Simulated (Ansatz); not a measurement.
# C2HBO: the cost of one run

All numbers below are computed with Ansatz 0.2.0 (RKS PBE-D4/def2-SVP).

### Step 1. The system as given

Bond lengths: O1–C2 1.186 Å, C2–B3 1.467 Å, C2–C4 1.502 Å, B3–C4 1.395 Å, C4–H5 1.070 Å. Angles: O1–C2–B3 162.8°, O1–C2–C4 141.2°, B3–C2–C4 56.0°, C2–B3–C4 63.3°, C2–C4–B3 60.7°, C2–C4–H5 133.1°, B3–C4–H5 166.1°.

Coordinates:

```xyz
5

O    -1.3019   -1.0555    0.6160
C    -0.2568   -0.5254    0.4355
B     1.1576   -0.1467    0.5294
C     0.3854    0.5398   -0.4072
H     0.0156    1.1878   -1.1737
```

### Step 2. Relaxing the start

Input file input.yaml:

```yaml
crystal:
  periodic: [false, false, false]
  atoms:
    - { symbol: O, position_ang: [-1.30189, -1.05547, 0.61597] }
    - { symbol: C, position_ang: [-0.25676, -0.52542, 0.43552] }
    - { symbol: B, position_ang: [1.15764, -0.14674, 0.52939] }
    - { symbol: C, position_ang: [0.3854, 0.53982, -0.40715] }
    - { symbol: H, position_ang: [0.01561, 1.18781, -1.17373] }
basis:
  gaussian: { orbitals: def2-SVP }
hamiltonian:
  xc: pbe
  dispersion: d4
relax:
  f_tol: 0.02
  max_steps: 40
```

Run with:

```console
> ansatz run input.yaml --threads 1 --pin off --max-ram 2048MiB --backend cpu --events-out ev --progress --plain --runs-dir out
```

Q: Estimate wall time and peak memory on 1 thread of an x86-64 CPU, shared host.

About 5.9 s, with a peak of 0.13 GiB.
